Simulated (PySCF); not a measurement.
# Lu²⁺: excitation energies in cc-pVDZ-X2C

Each state of lutetium is computed at each level; their differences give the excitation energy. How far do the methods differ?

The numbers are computed with PySCF 2.14.0 (unrestricted determinants in a Gaussian basis, no spin-orbit coupling in the energies), except any that are marked as measured or tabulated.

### Step 1. The system

```
Element                                   : lutetium (Z = 71)
Basis                                     : cc-pVDZ-X2C
Hamiltonian                               : scalar relativity by spin-free X2C-1e
State 1                                   : Lu²⁺: [Xe] 4f14 6p1, 2P determinant (an excited configuration)
State 2                                   : Lu²⁺: [Xe] 4f14 5d1, 2D determinant (an excited configuration)
Needed too, but not shown                 : Lu²⁺ [Xe] 4f14 6s1 (2S)
Methods                                   : UHF, LDA, PBE, PBE0, r2SCAN, revPBE, M06-2X, TPSS, MP2
Core shells frozen in the correlated runs : valence: [Kr] 4d10; valence and next inner shell: [Ar] 3d10 (for Lu²⁺)
```

The outer shells:

Lu2+ [Xe] 4f14 6p1
```
[Xe] core
4f [↑↓][↑↓][↑↓][↑↓][↑↓][↑↓][↑↓]
6p [↑ ][  ][  ]
```

Lu2+ [Xe] 4f14 5d1
```
[Xe] core
4f [↑↓][↑↓][↑↓][↑↓][↑↓][↑↓][↑↓]
5d [↑ ][  ][  ][  ][  ]
```

The runs were made by one driver on top of PySCF. The scripts below sum up each run's settings (the driver also hands on starting orbitals that pick excited configurations, and frozen orbitals as a list rather than a count), and the logs come from the driver's own runs. The driver starts from symmetry-adapted Hartree-Fock orbitals, holds the occupation by maximum overlap and uses a logarithmic radial grid for functionals, so a plain start would take other cycles.

The integrals over 84 functions and the set-up took 7.1 s of CPU time.

### Step 2. Lu²⁺ [Xe] 4f14 6p1, method by method

Level: UHF.

Input file input.py:

```python
from pyscf import gto, scf, dft, mp, cc
import basis_set_exchange as bse
mol = gto.M(atom="Lu 0 0 0", charge=2, spin=1, symmetry="D2h",
            basis=gto.basis.parse(bse.get_basis("cc-pVDZ-X2C", elements=["Lu"], fmt="nwchem")),
            nucmod="G")
mf = scf.UHF(mol).sfx2c1e()
mf.irrep_nelec = {'Ag': (9, 9), 'B1g': (2, 2), 'B2g': (2, 2), 'B3g': (2, 2), 'Au': (1, 1), 'B1u': (6, 6), 'B2u': (7, 6), 'B3u': (6, 6)}
mf.kernel()
```

Log:

```text
damping factor = 0
level_shift factor = 0
DIIS = <class 'pyscf.scf.diis.CDIIS'>
diis_start_cycle = 1
diis_space = 10
diis_damp = 0
SCF conv_tol = 1e-09
SCF conv_tol_grad = None
number electrons alpha = 35  beta = 34
cycle= 1 E= -14557.3712977909  delta_E= -0.00016  |g|= 0.00325  |ddm|= 0.0115
cycle= 2 E= -14557.3713015673  delta_E= -3.78e-06  |g|= 0.000663  |ddm|= 0.00668
cycle= 3 E= -14557.3713018148  delta_E= -2.48e-07  |g|= 0.000119  |ddm|= 0.00478
cycle= 4 E= -14557.3713018221  delta_E= -7.31e-09  |g|= 0.000115  |ddm|= 0.00153
cycle= 5 E= -14557.3713018235  delta_E= -1.44e-09  |g|= 8.54e-06  |ddm|= 0.000373
cycle= 6 E= -14557.3713018236  delta_E= -8.19e-11  |g|= 1.04e-06  |ddm|= 0.000266
converged SCF energy = -14557.3713018236  <S^2> = 0.7500374  2S+1 = 2.0000374
```

CPU time 3.2 s on a shared host, the integrals not counted.

The occupied shells:

```csv
shell,electrons,mean orbital energy (eV),spread (eV),rms radius (bohr)
1s α,1,-63657.5,0,0.0219
1s β,1,-63657.5,0,0.0219
2s α,1,-10985.3,0,0.0884
2s β,1,-10985.3,0,0.0884
2p α,3,-9687.2,0.009,0.0801
2p β,3,-9687.2,0.028,0.0801
3s α,1,-2562.0,0,0.227
3s β,1,-2561.9,0,0.227
3p α,3,-2163.4,0.008,0.228
3p β,3,-2163.4,0.059,0.228
3d α,5,-1671.1,0.034,0.208
3d β,5,-1671.1,0.049,0.208
4s α,1,-554.30,0,0.509
4s β,1,-554.26,0,0.509
4p α,3,-420.63,0.023,0.541
4p β,3,-420.58,0.129,0.541
4d α,5,-240.50,0.086,0.592
4d β,5,-240.48,0.129,0.592
5s α,1,-92.111,0,1.26
5s β,1,-91.922,0,1.26
5p α,3,-57.485,0.026,1.47
5p β,3,-57.314,0.413,1.47
4f α,7,-41.065,0.123,0.793
4f β,7,-41.040,0.164,0.793
6p α,1,-15.034,0,4.17
```

⟨S²⟩ = 0.750, ⟨L²⟩ = 2.00.

Spin-orbit constants on these orbitals (cm⁻¹; bare nucleus, screened nucleus, mean field): 6p 3098, 3011, n/a. To first order in LS coupling the lowest level has J = 1/2 and lies 0.373 eV below the centre of the term.

Spin-orbit coupling, absent here, splits the open shell strongly.

Level: LDA.

Changes to input.py:

```diff
@@ -5,3 +5,3 @@
             nucmod="G")
-mf = scf.UHF(mol).sfx2c1e()
+mf = dft.UKS(mol, xc="LDA,VWN").sfx2c1e()
 mf.irrep_nelec = {'Ag': (9, 9), 'B1g': (2, 2), 'B2g': (2, 2), 'B3g': (2, 2), 'Au': (1, 1), 'B1u': (6, 6), 'B2u': (7, 6), 'B3u': (6, 6)}
```

Log:

```text
damping factor = 0
level_shift factor = 0
DIIS = <class 'pyscf.scf.diis.CDIIS'>
diis_start_cycle = 1
diis_space = 10
diis_damp = 0
SCF conv_tol = 1e-09
SCF conv_tol_grad = None
number electrons alpha = 35  beta = 34
XC functionals = LDA,VWN
    P. A. M. Dirac.,  Math. Proc. Cambridge Philos. Soc. 26, 376 (1930)
    F. Bloch.,  Z. Phys. 57, 545 (1929)
    S. H. Vosko, L. Wilk, and M. Nusair.,  Can. J. Phys. 58, 1200 (1980)
cycle= 1 E= -14552.7086657829  delta_E= 0.00908  |g|= 0.688  |ddm|= 0.78
cycle= 2 E= -14552.5670796313  delta_E= 0.142  |g|= 1.45  |ddm|= 0.623
cycle= 3 E= -14552.7476590288  delta_E= -0.181  |g|= 0.00961  |ddm|= 0.462
cycle= 4 E= -14552.7476661623  delta_E= -7.13e-06  |g|= 0.000784  |ddm|= 0.00205
cycle= 5 E= -14552.7476662292  delta_E= -6.69e-08  |g|= 4.12e-05  |ddm|= 0.000471
cycle= 6 E= -14552.7476662296  delta_E= -3.2e-10  |g|= 1.54e-06  |ddm|= 4.21e-05
converged SCF energy = -14552.7476662296  <S^2> = 0.75007178  2S+1 = 2.0000718
```

CPU time 2.1 s on a shared host, the integrals not counted.

Level: PBE.

Changes to input.py:

```diff
@@ -5,3 +5,3 @@
             nucmod="G")
-mf = dft.UKS(mol, xc="LDA,VWN").sfx2c1e()
+mf = dft.UKS(mol, xc="PBE").sfx2c1e()
 mf.irrep_nelec = {'Ag': (9, 9), 'B1g': (2, 2), 'B2g': (2, 2), 'B3g': (2, 2), 'Au': (1, 1), 'B1u': (6, 6), 'B2u': (7, 6), 'B3u': (6, 6)}
```

Log:

```text
damping factor = 0
level_shift factor = 0
DIIS = <class 'pyscf.scf.diis.CDIIS'>
diis_start_cycle = 1
diis_space = 10
diis_damp = 0
SCF conv_tol = 1e-09
SCF conv_tol_grad = None
number electrons alpha = 35  beta = 34
XC functionals = PBE
    J. P. Perdew, K. Burke, and M. Ernzerhof.,  Phys. Rev. Lett. 77, 3865 (1996)
    J. P. Perdew, K. Burke, and M. Ernzerhof.,  Phys. Rev. Lett. 78, 1396 (1997)
    J. P. Perdew, K. Burke, and M. Ernzerhof.,  Phys. Rev. Lett. 77, 3865 (1996)
    J. P. Perdew, K. Burke, and M. Ernzerhof.,  Phys. Rev. Lett. 78, 1396 (1997)
cycle= 1 E= -14562.3525144382  delta_E= 0.00814  |g|= 0.663  |ddm|= 0.896
cycle= 2 E= -14562.2211340469  delta_E= 0.131  |g|=  1.4  |ddm|= 0.605
cycle= 3 E= -14562.3890087796  delta_E= -0.168  |g|= 0.00717  |ddm|= 0.439
cycle= 4 E= -14562.3890124852  delta_E= -3.71e-06  |g|= 0.00137  |ddm|= 0.00227
cycle= 5 E= -14562.3890127002  delta_E= -2.15e-07  |g|= 4.12e-05  |ddm|= 0.000819
cycle= 6 E= -14562.3890127006  delta_E= -3.87e-10  |g|= 1.57e-06  |ddm|= 6.47e-05
converged SCF energy = -14562.3890127006  <S^2> = 0.75004828  2S+1 = 2.0000483
```

CPU time 4.1 s on a shared host, the integrals not counted.

Level: PBE0.

Changes to input.py:

```diff
@@ -5,3 +5,3 @@
             nucmod="G")
-mf = dft.UKS(mol, xc="PBE").sfx2c1e()
+mf = dft.UKS(mol, xc="PBE0").sfx2c1e()
 mf.irrep_nelec = {'Ag': (9, 9), 'B1g': (2, 2), 'B2g': (2, 2), 'B3g': (2, 2), 'Au': (1, 1), 'B1u': (6, 6), 'B2u': (7, 6), 'B3u': (6, 6)}
```

Log:

```text
damping factor = 0
level_shift factor = 0
DIIS = <class 'pyscf.scf.diis.CDIIS'>
diis_start_cycle = 1
diis_space = 10
diis_damp = 0
SCF conv_tol = 1e-09
SCF conv_tol_grad = None
number electrons alpha = 35  beta = 34
XC functionals = PBE0
    C. Adamo and V. Barone.,  J. Chem. Phys. 110, 6158 (1999)
    M. Ernzerhof and G. E. Scuseria.,  J. Chem. Phys. 110, 5029 (1999)
cycle= 1 E= -14562.1474297508  delta_E= -0.00359  |g|= 0.381  |ddm|= 0.656
cycle= 2 E= -14562.1182192194  delta_E= 0.0292  |g|= 0.699  |ddm|= 0.351
cycle= 3 E= -14562.1590846308  delta_E= -0.0409  |g|= 0.00941  |ddm|= 0.231
cycle= 4 E= -14562.159092703  delta_E= -8.07e-06  |g|= 0.000268  |ddm|= 0.028
cycle= 5 E= -14562.1590927287  delta_E= -2.57e-08  |g|= 3.29e-05  |ddm|= 0.00445
cycle= 6 E= -14562.1590927291  delta_E= -4.11e-10  |g|= 3.51e-06  |ddm|= 0.000526
converged SCF energy = -14562.1590927291  <S^2> = 0.75002331  2S+1 = 2.0000233
```

CPU time 4.5 s on a shared host, the integrals not counted.

Level: r2SCAN.

Changes to input.py:

```diff
@@ -5,3 +5,3 @@
             nucmod="G")
-mf = dft.UKS(mol, xc="PBE0").sfx2c1e()
+mf = dft.UKS(mol, xc="R2SCAN").sfx2c1e()
 mf.irrep_nelec = {'Ag': (9, 9), 'B1g': (2, 2), 'B2g': (2, 2), 'B3g': (2, 2), 'Au': (1, 1), 'B1u': (6, 6), 'B2u': (7, 6), 'B3u': (6, 6)}
```

Log:

```text
damping factor = 0
level_shift factor = 0
DIIS = <class 'pyscf.scf.diis.CDIIS'>
diis_start_cycle = 1
diis_space = 10
diis_damp = 0
SCF conv_tol = 1e-09
SCF conv_tol_grad = None
number electrons alpha = 35  beta = 34
XC functionals = R2SCAN
    J. W. Furness, A. D. Kaplan, J. Ning, J. P. Perdew, and J. Sun.,  J. Phys. Chem. Lett. 11, 8208-8215 (2020)
    J. W. Furness, A. D. Kaplan, J. Ning, J. P. Perdew, and J. Sun.,  J. Phys. Chem. Lett. 11, 9248-9248 (2020)
    J. W. Furness, A. D. Kaplan, J. Ning, J. P. Perdew, and J. Sun.,  J. Phys. Chem. Lett. 11, 8208-8215 (2020)
    J. W. Furness, A. D. Kaplan, J. Ning, J. P. Perdew, and J. Sun.,  J. Phys. Chem. Lett. 11, 9248-9248 (2020)
cycle= 1 E= -14562.469224929  delta_E= -0.0019  |g|= 0.512  |ddm|= 0.879
cycle= 2 E= -14562.3988226067  delta_E= 0.0704  |g|= 1.04  |ddm|= 0.473
cycle= 3 E= -14562.4908174071  delta_E= -0.092  |g|= 0.00841  |ddm|= 0.329
cycle= 4 E= -14562.4908242321  delta_E= -6.83e-06  |g|= 0.000137  |ddm|= 0.0322
cycle= 5 E= -14562.490824264  delta_E= -3.19e-08  |g|= 3.24e-05  |ddm|= 0.00541
cycle= 6 E= -14562.4908242647  delta_E= -6.69e-10  |g|= 8.54e-07  |ddm|= 0.000757
converged SCF energy = -14562.4908242647  <S^2> = 0.75006981  2S+1 = 2.0000698
```

It used 8.4 s of CPU time after the integrals (shared host).

Level: revPBE.

Changes to input.py:

```diff
@@ -5,3 +5,3 @@
             nucmod="G")
-mf = dft.UKS(mol, xc="R2SCAN").sfx2c1e()
+mf = dft.UKS(mol, xc="PBE_R,PBE").sfx2c1e()
 mf.irrep_nelec = {'Ag': (9, 9), 'B1g': (2, 2), 'B2g': (2, 2), 'B3g': (2, 2), 'Au': (1, 1), 'B1u': (6, 6), 'B2u': (7, 6), 'B3u': (6, 6)}
```

Log:

```text
damping factor = 0
level_shift factor = 0
DIIS = <class 'pyscf.scf.diis.CDIIS'>
diis_start_cycle = 1
diis_space = 10
diis_damp = 0
SCF conv_tol = 1e-09
SCF conv_tol_grad = None
number electrons alpha = 35  beta = 34
XC functionals = PBE_R,PBE
    Y. Zhang and W. Yang.,  Phys. Rev. Lett. 80, 890 (1998)
    J. P. Perdew, K. Burke, and M. Ernzerhof.,  Phys. Rev. Lett. 77, 3865 (1996)
    J. P. Perdew, K. Burke, and M. Ernzerhof.,  Phys. Rev. Lett. 78, 1396 (1997)
cycle= 1 E= -14562.766589154  delta_E= 0.0076  |g|= 0.656  |ddm|= 0.939
cycle= 2 E= -14562.6384850554  delta_E= 0.128  |g|= 1.38  |ddm|= 0.594
cycle= 3 E= -14562.8023000778  delta_E= -0.164  |g|= 0.00739  |ddm|= 0.43
cycle= 4 E= -14562.8023041683  delta_E= -4.09e-06  |g|= 0.00124  |ddm|= 0.0031
cycle= 5 E= -14562.8023043469  delta_E= -1.79e-07  |g|= 5.53e-05  |ddm|= 0.000772
cycle= 6 E= -14562.8023043476  delta_E= -6.82e-10  |g|= 2.32e-06  |ddm|= 0.000106
converged SCF energy = -14562.8023043476  <S^2> = 0.75003941  2S+1 = 2.0000394
```

CPU time 4.2 s on a shared host, the integrals not counted.

Level: M06-2X.

Changes to input.py:

```diff
@@ -5,3 +5,3 @@
             nucmod="G")
-mf = dft.UKS(mol, xc="PBE_R,PBE").sfx2c1e()
+mf = dft.UKS(mol, xc="M062X").sfx2c1e()
 mf.irrep_nelec = {'Ag': (9, 9), 'B1g': (2, 2), 'B2g': (2, 2), 'B3g': (2, 2), 'Au': (1, 1), 'B1u': (6, 6), 'B2u': (7, 6), 'B3u': (6, 6)}
```

Log:

```text
damping factor = 0
level_shift factor = 0
DIIS = <class 'pyscf.scf.diis.CDIIS'>
diis_start_cycle = 1
diis_space = 10
diis_damp = 0
SCF conv_tol = 1e-09
SCF conv_tol_grad = None
number electrons alpha = 35  beta = 34
XC functionals = M062X
    Y. Zhao and D. G. Truhlar.,  Theor. Chem. Acc. 120, 215 (2008)
    Y. Zhao and D. G. Truhlar.,  Theor. Chem. Acc. 120, 215 (2008)
cycle= 1 E= -14563.7749588404  delta_E= -0.0126  |g|= 0.199  |ddm|= 1.11
cycle= 2 E= -14563.7703367064  delta_E= 0.00462  |g|= 0.308  |ddm|= 0.35
cycle= 3 E= -14563.7781170564  delta_E= -0.00778  |g|= 0.0132  |ddm|= 0.124
cycle= 4 E= -14563.7781371226  delta_E= -2.01e-05  |g|= 0.000686  |ddm|= 0.077
cycle= 5 E= -14563.7781373886  delta_E= -2.66e-07  |g|= 5.36e-05  |ddm|= 0.0166
cycle= 6 E= -14563.7781373929  delta_E= -4.34e-09  |g|= 3e-06  |ddm|= 0.00261
cycle= 7 E= -14563.7781373929  delta_E= 5.46e-12  |g|= 2.91e-07  |ddm|= 8.69e-05
converged SCF energy = -14563.7781373929  <S^2> = 0.75008501  2S+1 = 2.000085
```

CPU time 9.9 s on a shared host, the integrals not counted.

Level: TPSS.

Changes to input.py:

```diff
@@ -5,3 +5,3 @@
             nucmod="G")
-mf = dft.UKS(mol, xc="M062X").sfx2c1e()
+mf = dft.UKS(mol, xc="TPSS").sfx2c1e()
 mf.irrep_nelec = {'Ag': (9, 9), 'B1g': (2, 2), 'B2g': (2, 2), 'B3g': (2, 2), 'Au': (1, 1), 'B1u': (6, 6), 'B2u': (7, 6), 'B3u': (6, 6)}
```

Log:

```text
damping factor = 0
level_shift factor = 0
DIIS = <class 'pyscf.scf.diis.CDIIS'>
diis_start_cycle = 1
diis_space = 10
diis_damp = 0
SCF conv_tol = 1e-09
SCF conv_tol_grad = None
number electrons alpha = 35  beta = 34
XC functionals = TPSS
    J. Tao, J. P. Perdew, V. N. Staroverov, and G. E. Scuseria.,  Phys. Rev. Lett. 91, 146401 (2003)
    J. P. Perdew, J. Tao, V. N. Staroverov, and G. E. Scuseria.,  J. Chem. Phys. 120, 6898 (2004)
    J. Tao, J. P. Perdew, V. N. Staroverov, and G. E. Scuseria.,  Phys. Rev. Lett. 91, 146401 (2003)
    J. P. Perdew, J. Tao, V. N. Staroverov, and G. E. Scuseria.,  J. Chem. Phys. 120, 6898 (2004)
cycle= 1 E= -14561.9506443166  delta_E= 0.0133  |g|= 0.704  |ddm|=    1
cycle= 2 E= -14561.8060580626  delta_E= 0.145  |g|= 1.47  |ddm|= 0.635
cycle= 3 E= -14561.9918249065  delta_E= -0.186  |g|= 0.00668  |ddm|= 0.459
cycle= 4 E= -14561.9918281857  delta_E= -3.28e-06  |g|= 0.00214  |ddm|= 0.00401
cycle= 5 E= -14561.9918287199  delta_E= -5.34e-07  |g|= 7.72e-05  |ddm|= 0.0013
cycle= 6 E= -14561.9918287212  delta_E= -1.33e-09  |g|= 3.22e-06  |ddm|= 0.000134
cycle= 7 E= -14561.9918287212  delta_E= -2.73e-11  |g|= 2.37e-07  |ddm|= 1.76e-05
converged SCF energy = -14561.9918287212  <S^2> = 0.75002494  2S+1 = 2.0000249
```

It used 9.8 s of CPU time after the integrals (shared host).

Level: MP2 (valence).

Changes to input.py:

```diff
@@ -5,4 +5,5 @@
             nucmod="G")
-mf = dft.UKS(mol, xc="TPSS").sfx2c1e()
+mf = scf.UHF(mol).sfx2c1e()
 mf.irrep_nelec = {'Ag': (9, 9), 'B1g': (2, 2), 'B2g': (2, 2), 'B3g': (2, 2), 'Au': (1, 1), 'B1u': (6, 6), 'B2u': (7, 6), 'B3u': (6, 6)}
 mf.kernel()
+mp.UMP2(mf, frozen=23).kernel()
```

This step left no log, only its results.

It used 0.59 s of CPU time after the integrals (shared host).

With 23 electrons correlated, the MP2 correlation energy is -0.99716 hartree (-0.39214 same spin, -0.60502 opposite spin); the SCS form gives -0.85674. Largest pairs of shells: 4f-4f -0.5814, 4f-5p -0.2019, 5p-5p -0.1151, 4f-5s -0.0480, 5s-5p -0.0261.

### Step 3. Lu²⁺ [Xe] 4f14 6p1, continued

Level: MP2 (valence and next inner shell).

Changes to input.py since step 2:

```diff
@@ -8,2 +8,2 @@
 mf.kernel()
-mp.UMP2(mf, frozen=23).kernel()
+mp.UMP2(mf, frozen=14).kernel()
```

This step left no log, only its results.

It used 0.97 s of CPU time after the integrals (shared host).

With 41 electrons correlated, the MP2 correlation energy is -1.34472 hartree (-0.52971 same spin, -0.81501 opposite spin); the SCS form gives -1.15459. Largest pairs of shells: 4f-4f -0.5814, 4f-5p -0.2019, 4d-4f -0.1761, 5p-5p -0.1151, 4p-4f -0.0489.

Radial density 4πr²ρ of Lu²⁺ at UHF, without picture-change correction:

```csv
r (bohr),density,spin density
0.000472,3.62,0.000
0.000793,7.48,0.000
0.00133,15.1,0.000
0.00224,29.0,0.000
0.00378,51.5,0.000
0.00635,79.6,0.000
0.0107,98.4,0.001
0.0180,91.3,0.002
0.0302,88.2,0.005
0.0508,125,0.005
0.0855,108,0.000
0.144,112,0.010
0.242,77.9,-0.003
0.407,66.4,0.019
0.684,38.1,0.009
1.15,13.4,0.070
1.94,2.77,0.017
3.26,0.406,0.352
5.48,0.111,0.111
9.21,0.00324,0.003
```

[end of part 1 of 2]
